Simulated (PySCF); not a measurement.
# C₃H₈O₂Si: electronic excitations at several levels of theory

Aim: compute the electronic excitations of C₃H₈O₂Si (`C=CC[SiH](O)O`) at several levels, and see how far they spread and what each costs.

The runs use PySCF 2.14.0, with density-fitted response routines of our own; the level of theory stands in each step. All values are computed, except where a source is named. Atoms are numbered from 0 throughout.

## Step 1: Starting geometry

14 atoms, charge 0, multiplicity 1; geometry from: GFN2-xTB.

Bonds of the start (Å): C0–C1 1.32, C1–C2 1.49, C2–Si3 1.91, Si3–O4 1.63, Si3–O5 1.62, C0–H6 1.08, C0–H7 1.08, C1–H8 1.08, C2–H9 1.09, C2–H10 1.09, Si3–H11 1.46, O4–H12 0.95, O5–H13 0.95.

## Step 2: Optimising the geometry at PBE0-D3(BJ)/def2-SVP

Job settings and geometry (Å):

```
{"job": {"xc": "PBE0", "basis": "def2-SVP", "d3": "d3bj", "grid": 1, "kind": "geom"}, "charge": 0, "multiplicity": 1}
C     -2.231530    -0.258504    -0.047755
C     -1.252232     0.504996    -0.500930
C     -0.046733     0.887394     0.281976
Si     1.481560    -0.113239    -0.270718
O      1.122873    -1.669086    -0.609169
O      2.008543     0.539402    -1.655963
H     -2.234696    -0.634179     0.963925
H     -3.076517    -0.530525    -0.657112
H     -1.275608     0.865835    -1.520512
H     -0.224968     0.723320     1.345100
H      0.160922     1.946939     0.142835
H      2.530472    -0.071521     0.748282
H      0.580773    -2.181287    -0.017912
H      2.456465    -0.010017    -2.293907
```

What it wrote:

```text
step   0  E = -558.42776388  max force = 0.017381
step   1  E = -558.43172382  max force = 0.002898
step   2  E = -558.43193993  max force = 0.002046
step   3  E = -558.43209183  max force = 0.002375
step   4  E = -558.43253076  max force = 0.004155
step   5  E = -558.42927430  max force = 0.021543
step   6  E = -558.43373477  max force = 0.010883
step   7  E = -558.43451331  max force = 0.007457
step   8  E = -558.43574698  max force = 0.004774
step   9  E = -558.43616461  max force = 0.004299
step  10  E = -558.43646180  max force = 0.002785
step  11  E = -558.43671058  max force = 0.001486
step  12  E = -558.43680704  max force = 0.000935
step  13  E = -558.43685450  max force = 0.001131
step  14  E = -558.43686992  max force = 0.000490
step  15  E = -558.43687427  max force = 0.000182
optimisation converged
```

Run time: 82 s. Hardware: 1 thread, shared host.

Along the way: (the energy doesn't fall at every step)

```tsv
step	energy from step 0 (eV)	largest force component (eV/Å)
0	0.0000	0.8938
1	-0.1078	0.1490
2	-0.1136	0.1052
3	-0.1178	0.1221
4	-0.1297	0.2137
5	-0.0411	1.1078
6	-0.1625	0.5596
7	-0.1837	0.3835
8	-0.2172	0.2455
9	-0.2286	0.2211
10	-0.2367	0.1432
11	-0.2435	0.0764
12	-0.2461	0.0481
13	-0.2474	0.0582
14	-0.2478	0.0252
15	-0.2479	0.0094
```

Distances of close pairs at the start and the end, largest changes first:

```tsv
bond	before (Å)	after (Å)	change (Å)
Si3–O5	1.619	1.665	+0.045
C2–Si3	1.909	1.880	-0.028
Si3–O4	1.632	1.660	+0.028
Si3–H11	1.463	1.488	+0.025
C0–C1	1.322	1.339	+0.017
C0–H6	1.079	1.096	+0.016
C0–H7	1.077	1.093	+0.016
C1–H8	1.082	1.097	+0.015
```

The next job starts from the end point, and lists it.

```tsv
at the end point	value
point group (found at 0.08 Å tolerance)	C1
rotational constants (GHz, main isotopes)	4.409, 1.976, 1.710
dipole moment (D)	0.57
```

## Step 3: Ultraviolet spectrum: CAM-B3LYP/def2-SVPD

Job settings and geometry (Å):

```
{"job": {"kind": "uv", "xc": "CAM-B3LYP", "basis": "def2-SVPD", "ip": true}, "charge": 0, "multiplicity": 1}
C     -2.313759    -0.468653    -0.229466
C     -1.436598     0.436092    -0.681228
C     -0.196329     0.867656     0.027152
Si     1.237591    -0.179154    -0.591386
O      0.799783    -1.778983    -0.528672
O      1.524621     0.350007    -2.143392
H     -2.213923    -0.917099     0.765190
H     -3.178094    -0.769295    -0.826967
H     -1.585403     0.854665    -1.684320
H     -0.278616     0.708750     1.115193
H      0.025850     1.931932    -0.150085
H      2.464031    -0.073408     0.244035
H     -0.129240    -1.921818    -0.752914
H      2.191162    -0.132243    -2.641570
```

Level: TDDFT CAM-B3LYP/def2-SVPD, vertical, gas phase, core orbitals frozen in the response.

What it wrote:

```text
coarse grid: 12016 points
cycle   1  E = -558.5105590364  dE =  6.207e-01  |g| = 9.148e-01  |ddm| = 5.089e+00
cycle   2  E = -558.4188775949  dE =  9.168e-02  |g| = 1.181e+00  |ddm| = 2.086e+00
cycle   3  E = -558.6732122090  dE = -2.543e-01  |g| = 6.571e-02  |ddm| = 1.030e+00
cycle   4  E = -558.6740706480  dE = -8.584e-04  |g| = 2.699e-02  |ddm| = 1.264e-01
cycle   5  E = -558.6742622515  dE = -1.916e-04  |g| = 5.333e-03  |ddm| = 4.651e-02
cycle   6  E = -558.6742696006  dE = -7.349e-06  |g| = 1.498e-03  |ddm| = 1.178e-02
final grid: 110944 points
cycle   7  E = -558.7700070314  dE = -2.883e-05  |g| = 3.360e-03  |ddm| = 6.785e-02
cycle   8  E = -558.7700065150  dE =  5.165e-07  |g| = 3.861e-03  |ddm| = 1.156e-02
cycle   9  E = -558.7700100880  dE = -3.573e-06  |g| = 4.503e-04  |ddm| = 4.816e-03
cycle  10  E = -558.7700101306  dE = -4.256e-08  |g| = 1.748e-04  |ddm| = 6.946e-04
cycle  11  E = -558.7700101380  dE = -7.423e-09  |g| = 4.021e-05  |ddm| = 3.263e-04
cycle  12  E = -558.7700101384  dE = -3.520e-10  |g| = 1.366e-05  |ddm| = 6.468e-05
converged SCF energy = -558.7700101384

Static polarisability (au): isotropic 69.947, principal 61.528 63.958 84.355

Singlet excitations
state   eV       nm        f      main configurations
  1   6.7060    184.9   0.31597   H->L 0.59, H->L+1 0.36
  2   6.9426    178.6   0.03662   H->L+1 0.44, H->L 0.25, H->L+2 0.21
  3   7.6253    162.6   0.01064   H->L+2 0.64, H->L+1 0.09
  4   7.7790    159.4   0.00799   H->L+4 0.41, H->L+3 0.26, H-1->L 0.11
  5   7.9353    156.2   0.07115   H->L+3 0.66, H->L+4 0.13, H-1->L 0.08
  6   7.9661    155.6   0.01761   H-1->L 0.31, H-4->L 0.16, H->L+4 0.13
  7   8.0608    153.8   0.01678   H-1->L+1 0.29, H-3->L 0.15, H-4->L 0.10
  8   8.2690    149.9   0.02787   H->L+5 0.72
  9   8.3920    147.7   0.03446   H-2->L+1 0.45, H-2->L 0.18
 10   8.5480    145.0   0.01549   H-2->L 0.58, H-2->L+1 0.15

Triplet excitations (Tamm-Dancoff, eV): 4.2116 6.7778 7.3473 7.5125
Vertical ionisation energy (delta-SCF) = 9.5263 eV
```

It took 50 s on 1 thread, shared host.

The orbitals next to the gap, with their largest atomic shares:

```tsv
orbital	eV	atoms
HOMO−3	-11.07	O4 35 %, O5 28 %, C2 10 %
HOMO−2	-10.67	O4 53 %, O5 23 %, Si3 8 %
HOMO−1	-10.46	O5 34 %, Si3 13 %, H11 13 %
HOMO	-8.70	C0 34 %, C1 27 %, C2 14 %
LUMO	0.83	C0 18 %, C1 17 %, Si3 16 %
LUMO+1	0.97	C1 16 %, Si3 15 %, O4 13 %
LUMO+2	1.60	C0 19 %, O5 15 %, O4 13 %
```

With each of the 10 states as a Gaussian band of 0.4 eV half-width at 1/e, the curve within the window shown has maxima at 184 nm (ε 14,000), 154 nm (ε 6,000) L/(mol cm). Beyond the last state computed it falls off for lack of states. The curve at chosen wavelengths:

```
 nm  ε (L/mol/cm)
140           912
142          1654
145          3087
147          4072
150          5308
152          5831
155          5928
157          5478
160          4239
162          3312
165          2287
167          2089
170          2800
172          4011
175          6783
177          8973
180         11985
182         13326
185         13808
187         13080
190         10822
192          8914
195          6069
197          4431
200          2551
202          1680
```

Further results of this job:

```tsv
property	computed
dipole moment (D)	0.53
polarisability (Å³)	10.37
HOMO–LUMO gap (eV)	9.52
−ε(HOMO) (eV)	8.70
```

## Step 4: Ultraviolet spectrum: wB97X-D/def2-SVPD

Same as in step 3 but for these lines:

```diff
@@ -1,2 +1,2 @@
-{"job": {"kind": "uv", "xc": "CAM-B3LYP", "basis": "def2-SVPD", "ip": true}, "charge": 0, "multiplicity": 1}
+{"job": {"kind": "uv", "xc": "wB97X-D", "basis": "def2-SVPD", "ip": true}, "charge": 0, "multiplicity": 1}
 C     -2.313759    -0.468653    -0.229466
```

Method: TDDFT wB97X-D/def2-SVPD, vertical, gas phase, core orbitals frozen in the response.

What it wrote:

```text
coarse grid: 12016 points
cycle   1  E = -558.5433724830  dE =  6.241e-01  |g| = 8.985e-01  |ddm| = 4.773e+00
cycle   2  E = -558.5063431956  dE =  3.703e-02  |g| = 1.041e+00  |ddm| = 1.932e+00
cycle   3  E = -558.7012783043  dE = -1.949e-01  |g| = 5.395e-02  |ddm| = 8.795e-01
cycle   4  E = -558.7019544083  dE = -6.761e-04  |g| = 2.088e-02  |ddm| = 1.262e-01
cycle   5  E = -558.7020757825  dE = -1.214e-04  |g| = 5.219e-03  |ddm| = 5.086e-02
cycle   6  E = -558.7020836560  dE = -7.873e-06  |g| = 1.595e-03  |ddm| = 1.440e-02
final grid: 110944 points
cycle   7  E = -558.7889349478  dE = -7.272e-05  |g| = 4.067e-03  |ddm| = 1.226e-01
cycle   8  E = -558.7889364986  dE = -1.551e-06  |g| = 3.904e-03  |ddm| = 1.739e-02
cycle   9  E = -558.7889395395  dE = -3.041e-06  |g| = 5.568e-04  |ddm| = 4.244e-03
cycle  10  E = -558.7889396184  dE = -7.893e-08  |g| = 3.128e-04  |ddm| = 1.769e-03
cycle  11  E = -558.7889396421  dE = -2.370e-08  |g| = 5.063e-05  |ddm| = 5.257e-04
cycle  12  E = -558.7889396429  dE = -8.220e-10  |g| = 2.813e-05  |ddm| = 1.496e-04
converged SCF energy = -558.7889396429

Static polarisability (au): isotropic 69.919, principal 61.575 63.946 84.237

Singlet excitations
state   eV       nm        f      main configurations
  1   6.7513    183.6   0.33428   H->L 0.90
  2   7.1814    172.6   0.04864   H->L+1 0.60, H->L+2 0.23
  3   7.9406    156.1   0.01576   H->L+2 0.28, H-1->L 0.26, H-4->L 0.11
  4   7.9721    155.5   0.00852   H->L+2 0.26, H-4->L 0.20, H->L+4 0.20
  5   8.1064    152.9   0.00148   H->L+3 0.29, H->L+4 0.26, H-4->L 0.11
  6   8.2312    150.6   0.07274   H->L+3 0.49, H-1->L+1 0.17
  7   8.3266    148.9   0.02724   H-1->L+1 0.13, H->L+4 0.13, H->L+2 0.10
  8   8.4861    146.1   0.03244   H->L+5 0.66, H-2->L+1 0.09
  9   8.5596    144.8   0.02535   H-2->L+1 0.42, H-1->L 0.10, H->L+5 0.10
 10   8.6041    144.1   0.01058   H-2->L 0.74

Triplet excitations (Tamm-Dancoff, eV): 4.3363 7.1206 7.4465 7.7947
Vertical ionisation energy (delta-SCF) = 9.4671 eV
```

Run time: 46 s. Hardware: 1 thread, shared host.

In short: HOMO -9.21 eV, LUMO 1.59 eV; lowest singlet 6.75 eV.

## Step 5: Excited states and response: LC-wPBE/def2-SVPD

Same as in step 4 but for these lines:

```diff
@@ -1,2 +1,2 @@
-{"job": {"kind": "uv", "xc": "wB97X-D", "basis": "def2-SVPD", "ip": true}, "charge": 0, "multiplicity": 1}
+{"job": {"kind": "uv", "xc": "LC-wPBE", "basis": "def2-SVPD", "ip": true}, "charge": 0, "multiplicity": 1}
 C     -2.313759    -0.468653    -0.229466
```

With the program's defaults for keys left out, this is: TDDFT LC-wPBE/def2-SVPD, vertical, gas phase, core orbitals frozen in the response.

What it wrote:

```text
coarse grid: 12016 points
cycle   1  E = -558.3727629146  dE =  6.744e-01  |g| = 8.683e-01  |ddm| = 4.764e+00
cycle   2  E = -558.3780752473  dE = -5.312e-03  |g| = 9.084e-01  |ddm| = 1.768e+00
cycle   3  E = -558.5234521176  dE = -1.454e-01  |g| = 5.281e-02  |ddm| = 7.451e-01
cycle   4  E = -558.5242323832  dE = -7.803e-04  |g| = 1.587e-02  |ddm| = 1.298e-01
cycle   5  E = -558.5243141954  dE = -8.181e-05  |g| = 5.374e-03  |ddm| = 4.760e-02
cycle   6  E = -558.5243223945  dE = -8.199e-06  |g| = 1.455e-03  |ddm| = 1.136e-02
final grid: 110944 points
cycle   7  E = -558.6297149373  dE = -3.238e-05  |g| = 3.720e-03  |ddm| = 5.781e-02
cycle   8  E = -558.6297165748  dE = -1.637e-06  |g| = 2.952e-03  |ddm| = 1.001e-02
cycle   9  E = -558.6297185239  dE = -1.949e-06  |g| = 5.204e-04  |ddm| = 3.699e-03
cycle  10  E = -558.6297185822  dE = -5.827e-08  |g| = 2.168e-04  |ddm| = 9.341e-04
cycle  11  E = -558.6297185961  dE = -1.397e-08  |g| = 3.928e-05  |ddm| = 4.292e-04
cycle  12  E = -558.6297185969  dE = -7.263e-10  |g| = 1.956e-05  |ddm| = 1.184e-04
converged SCF energy = -558.6297185969

Static polarisability (au): isotropic 68.257, principal 60.129 62.487 82.155

Singlet excitations
state   eV       nm        f      main configurations
  1   6.9515    178.4   0.36376   H->L+1 0.66, H->L 0.28
  2   7.6669    161.7   0.04223   H->L 0.34, H->L+2 0.25, H->L+1 0.20
  3   8.1344    152.4   0.00627   H-4->L+1 0.37, H-1->L 0.16, H-4->L 0.12
  4   8.3837    147.9   0.02091   H-1->L 0.28, H->L+2 0.22
  5   8.4890    146.1   0.00523   H->L+4 0.44, H->L+2 0.10, H->L+6 0.09
  6   8.6720    143.0   0.04248   H->L+3 0.53
  7   8.7908    141.0   0.02116   H->L+3 0.22, H-2->L 0.15, H->L 0.10
  8   8.8637    139.9   0.06746   H->L+5 0.23, H-2->L 0.16, H-2->L+1 0.14
  9   8.9859    138.0   0.01570   H->L+5 0.23, H-5->L+1 0.10
 10   9.0459    137.1   0.02044   H-5->L+1 0.22, H-2->L+1 0.15, H-5->L 0.11

Triplet excitations (Tamm-Dancoff, eV): 4.0853 7.4463 7.5574 7.9389
Vertical ionisation energy (delta-SCF) = 9.6086 eV
```

Wall time 62 s (1 thread, shared host).

In short: HOMO -10.05 eV, LUMO 1.92 eV; lowest singlet 6.95 eV.

## Step 6: TDDFT and polarisability: PBE0/6-31G*

Same as in step 5 but for these lines:

```diff
@@ -1,2 +1,2 @@
-{"job": {"kind": "uv", "xc": "LC-wPBE", "basis": "def2-SVPD", "ip": true}, "charge": 0, "multiplicity": 1}
+{"job": {"kind": "uv", "xc": "PBE0", "basis": "6-31G*"}, "charge": 0, "multiplicity": 1}
 C     -2.313759    -0.468653    -0.229466
```

Level: TDDFT PBE0/6-31G*, vertical, gas phase, core orbitals frozen in the response.

What it wrote:

```text
coarse grid: 12016 points
cycle   1  E = -558.5665988430  dE =  6.184e-01  |g| = 9.551e-01  |ddm| = 3.280e+00
cycle   2  E = -558.3888588086  dE =  1.777e-01  |g| = 1.354e+00  |ddm| = 1.755e+00
cycle   3  E = -558.7441250096  dE = -3.553e-01  |g| = 9.666e-02  |ddm| = 1.124e+00
cycle   4  E = -558.7461019896  dE = -1.977e-03  |g| = 3.523e-02  |ddm| = 1.186e-01
cycle   5  E = -558.7464146231  dE = -3.126e-04  |g| = 9.539e-03  |ddm| = 3.965e-02
cycle   6  E = -558.7464331265  dE = -1.850e-05  |g| = 4.345e-03  |ddm| = 1.086e-02
cycle   7  E = -558.7464380089  dE = -4.882e-06  |g| = 4.678e-04  |ddm| = 3.955e-03
final grid: 110944 points
cycle   8  E = -558.6843359336  dE = -2.139e-05  |g| = 7.697e-03  |ddm| = 2.035e-02
cycle   9  E = -558.6843283964  dE =  7.537e-06  |g| = 9.838e-03  |ddm| = 1.526e-02
cycle  10  E = -558.6843505939  dE = -2.220e-05  |g| = 9.823e-04  |ddm| = 8.423e-03
cycle  11  E = -558.6843507972  dE = -2.032e-07  |g| = 1.266e-04  |ddm| = 8.135e-04
cycle  12  E = -558.6843507996  dE = -2.390e-09  |g| = 8.591e-05  |ddm| = 1.913e-04
cycle  13  E = -558.6843508014  dE = -1.802e-09  |g| = 2.512e-05  |ddm| = 9.291e-05
cycle  14  E = -558.6843508015  dE = -1.540e-10  |g| = 2.446e-06  |ddm| = 2.426e-05
converged SCF energy = -558.6843508015

Static polarisability (au): isotropic 56.574, principal 45.578 51.796 72.348

Singlet excitations
state   eV       nm        f      main configurations
  1   6.9914    177.3   0.30263   H->L 0.89
  2   7.6775    161.5   0.00824   H->L+1 0.90
  3   7.9433    156.1   0.01999   H-1->L 0.81, H->L+2 0.10
  4   8.0214    154.6   0.07156   H->L+2 0.66, H-2->L 0.16
  5   8.0822    153.4   0.02099   H-2->L 0.70, H->L+2 0.14
  6   8.3592    148.3   0.00165   H-3->L 0.50, H-4->L 0.31
  7   8.5407    145.2   0.00755   H->L+3 0.80
  8   8.6431    143.4   0.03477   H-3->L 0.38, H-4->L 0.30, H-1->L+1 0.20
  9   8.6910    142.7   0.01986   H-1->L+1 0.52, H-4->L 0.18, H->L+3 0.08
 10   8.9659    138.3   0.02335   H-2->L+1 0.47, H->L+4 0.25

Triplet excitations (Tamm-Dancoff, eV): 4.2247 7.3128 7.5059 7.7576
```

Wall time 9.8 s (1 thread, shared host).

This run: HOMO -7.08 eV, LUMO 0.39 eV; lowest singlet 6.99 eV.

## Step 7: TDDFT and polarisability: PBE0/def2-SVP

Same as in step 6 but for these lines:

```diff
@@ -1,2 +1,2 @@
-{"job": {"kind": "uv", "xc": "PBE0", "basis": "6-31G*"}, "charge": 0, "multiplicity": 1}
+{"job": {"kind": "uv", "xc": "PBE0", "basis": "def2-SVP"}, "charge": 0, "multiplicity": 1}
 C     -2.313759    -0.468653    -0.229466
```

Level: TDDFT PBE0/def2-SVP, vertical, gas phase, core orbitals frozen in the response.

What it wrote:

```text
coarse grid: 12016 points
cycle   1  E = -558.1684491410  dE =  5.705e-01  |g| = 9.464e-01  |ddm| = 3.677e+00
cycle   2  E = -557.9916824215  dE =  1.768e-01  |g| = 1.347e+00  |ddm| = 1.997e+00
cycle   3  E = -558.3404872796  dE = -3.488e-01  |g| = 9.027e-02  |ddm| = 1.300e+00
cycle   4  E = -558.3421635299  dE = -1.676e-03  |g| = 3.646e-02  |ddm| = 1.210e-01
cycle   5  E = -558.3424980964  dE = -3.346e-04  |g| = 1.023e-02  |ddm| = 4.306e-02
cycle   6  E = -558.3425199923  dE = -2.190e-05  |g| = 4.495e-03  |ddm| = 1.247e-02
cycle   7  E = -558.3425252788  dE = -5.286e-06  |g| = 4.944e-04  |ddm| = 4.417e-03
final grid: 110944 points
cycle   8  E = -558.4264522077  dE = -2.403e-05  |g| = 8.446e-03  |ddm| = 3.215e-02
cycle   9  E = -558.4264405582  dE =  1.165e-05  |g| = 1.139e-02  |ddm| = 1.745e-02
cycle  10  E = -558.4264686026  dE = -2.804e-05  |g| = 9.040e-04  |ddm| = 1.003e-02
cycle  11  E = -558.4264687869  dE = -1.843e-07  |g| = 1.428e-04  |ddm| = 8.950e-04
cycle  12  E = -558.4264687898  dE = -2.960e-09  |g| = 9.678e-05  |ddm| = 2.297e-04
cycle  13  E = -558.4264687922  dE = -2.392e-09  |g| = 1.997e-05  |ddm| = 1.080e-04
cycle  14  E = -558.4264687923  dE = -9.982e-11  |g| = 2.199e-06  |ddm| = 2.285e-05
converged SCF energy = -558.4264687923

Static polarisability (au): isotropic 58.889, principal 48.458 53.393 74.817

Singlet excitations
state   eV       nm        f      main configurations
  1   6.8524    180.9   0.32316   H->L 0.90
  2   7.6583    161.9   0.00853   H->L+1 0.84
  3   7.7770    159.4   0.02426   H-1->L 0.84
  4   7.8752    157.4   0.00433   H-2->L 0.84, H-4->L 0.10
  5   8.1483    152.2   0.03703   H->L+2 0.72
  6   8.1941    151.3   0.00549   H-3->L 0.35, H-4->L 0.30, H->L+2 0.11
  7   8.2730    149.9   0.00631   H->L+3 0.63, H->L+4 0.17, H-3->L 0.15
  8   8.4562    146.6   0.02920   H-4->L 0.39, H-3->L 0.34, H->L+3 0.12
  9   8.6004    144.2   0.04035   H->L+4 0.64, H-4->L 0.08, H->L+3 0.08
 10   8.6495    143.3   0.05458   H-1->L+1 0.74

Triplet excitations (Tamm-Dancoff, eV): 4.1938 7.1685 7.4681 7.6831
```

It took 12 s on 1 thread, shared host.

This run: HOMO -7.25 eV, LUMO 0.10 eV; lowest singlet 6.85 eV.

## Step 8: TDDFT and polarisability: PBE0/def2-TZVP

Same as in step 7 but for these lines:

```diff
@@ -1,2 +1,2 @@
-{"job": {"kind": "uv", "xc": "PBE0", "basis": "def2-SVP"}, "charge": 0, "multiplicity": 1}
+{"job": {"kind": "uv", "xc": "PBE0", "basis": "def2-TZVP"}, "charge": 0, "multiplicity": 1}
 C     -2.313759    -0.468653    -0.229466
```

Method: TDDFT PBE0/def2-TZVP, vertical, gas phase, core orbitals frozen in the response.

What it wrote:

```text
coarse grid: 12016 points
cycle   1  E = -558.6760497924  dE =  5.890e-01  |g| = 1.007e+00  |ddm| = 2.751e+00
cycle   2  E = -558.4437275834  dE =  2.323e-01  |g| = 1.513e+00  |ddm| = 1.880e+00
cycle   3  E = -558.8579920618  dE = -4.143e-01  |g| = 1.063e-01  |ddm| = 1.335e+00
cycle   4  E = -558.8600688477  dE = -2.077e-03  |g| = 4.452e-02  |ddm| = 1.076e-01
cycle   5  E = -558.8605548713  dE = -4.860e-04  |g| = 8.445e-03  |ddm| = 3.965e-02
cycle   6  E = -558.8605692444  dE = -1.437e-05  |g| = 3.580e-03  |ddm| = 8.265e-03
cycle   7  E = -558.8605721779  dE = -2.934e-06  |g| = 9.255e-04  |ddm| = 2.668e-03
final grid: 110944 points
cycle   8  E = -558.8520506007  dE = -5.823e-05  |g| = 8.413e-03  |ddm| = 7.416e-02
cycle   9  E = -558.8520397757  dE =  1.083e-05  |g| = 1.116e-02  |ddm| = 1.320e-02
cycle  10  E = -558.8520652047  dE = -2.543e-05  |g| = 1.091e-03  |ddm| = 8.018e-03
cycle  11  E = -558.8520653987  dE = -1.940e-07  |g| = 2.769e-04  |ddm| = 8.973e-04
cycle  12  E = -558.8520654172  dE = -1.856e-08  |g| = 5.053e-05  |ddm| = 2.609e-04
cycle  13  E = -558.8520654178  dE = -5.468e-10  |g| = 1.949e-05  |ddm| = 7.367e-05
converged SCF energy = -558.8520654178

Static polarisability (au): isotropic 67.000, principal 57.529 60.691 82.779

Singlet excitations
state   eV       nm        f      main configurations
  1   6.5810    188.4   0.29754   H->L 0.92
  2   7.0801    175.1   0.01670   H->L+1 0.90
  3   7.5449    164.3   0.04221   H->L+2 0.83
  4   7.6753    161.5   0.02403   H-1->L 0.64, H->L+3 0.15, H-4->L 0.12
  5   7.7487    160.0   0.02106   H->L+3 0.66, H-1->L 0.17
  6   7.8470    158.0   0.00081   H-2->L 0.86
  7   8.0770    153.5   0.01508   H->L+4 0.47, H-4->L 0.19, H-1->L+1 0.10
  8   8.1100    152.9   0.03870   H->L+4 0.35, H-3->L 0.28, H-1->L+1 0.15
  9   8.3029    149.3   0.02252   H-1->L+1 0.57, H-3->L 0.12, H-4->L 0.09
 10   8.3792    148.0   0.01825   H-3->L 0.45, H-4->L 0.40

Triplet excitations (Tamm-Dancoff, eV): 4.1610 6.8685 7.0744 7.3456
```

Run time: 30 s. Hardware: 1 thread, shared host.

In short: HOMO -7.31 eV, LUMO -0.13 eV; lowest singlet 6.58 eV.

## Step 9: Comparing the runs: electronic excitations

Excitations and ground-state properties, with basis size and wall time:

```tsv
run	lowest singlet (eV)	brightest (eV)	f	gap (eV)	α (Å³)	μ (D)	functions	time
CAM-B3LYP/def2-SVPD	6.71	6.71	0.316	9.52	10.37	0.53	194	50 s
wB97X-D/def2-SVPD	6.75	6.75	0.334	10.80	10.36	0.52	194	46 s
LC-wPBE/def2-SVPD	6.95	6.95	0.364	11.97	10.11	0.53	194	62 s
PBE0/6-31G*	6.99	6.99	0.303	7.47	8.38	0.63	104	9.8 s
PBE0/def2-SVP	6.85	6.85	0.323	7.36	8.73	0.57	128	12 s
PBE0/def2-TZVP	6.58	6.58	0.298	7.18	9.93	0.52	240	30 s
```

## Step 10: Summary of results

| quantity | value |
| --- | --- |
| point group | C1 |
| rotational constants (main isotopes) | 4.41, 1.98, 1.71 GHz |
| lowest singlet (CAM-B3LYP/def2-SVPD) | 6.71 eV (185 nm), f = 0.316 |
| lowest triplet | 4.21 eV |
| vertical ionisation energy (ΔSCF) | 9.53 eV |
| range of the lowest singlet | 6.58 to 6.99 eV |

What this shows: Single values in the summary come from the first run of each kind that ended normally (CAM-B3LYP/def2-SVPD), which need not be the best level. The optimisation took 15 steps and gained 0.248 eV; among the close pairs (by a distance rule), Si3–O5 changed most, from 1.619 to 1.665 Å. No frequency check was run at this level, so the end point may be a saddle. The lowest singlet, at 6.71 eV, is HOMO→LUMO 0.59, HOMO→LUMO+1 0.36 and is bright. The lowest triplet lies 2.49 eV below the lowest singlet (triplets in Tamm-Dancoff, singlets in full TDDFT). The orbital energy would give 8.70 eV for ionisation, ΔSCF gives 9.53 eV. The lowest singlet runs from 6.58 eV (PBE0/def2-TZVP) to 6.99 eV (PBE0/6-31G*), while the orbital gap spans 7.18 to 11.97 eV. The lowest state need not be the same one in every run.
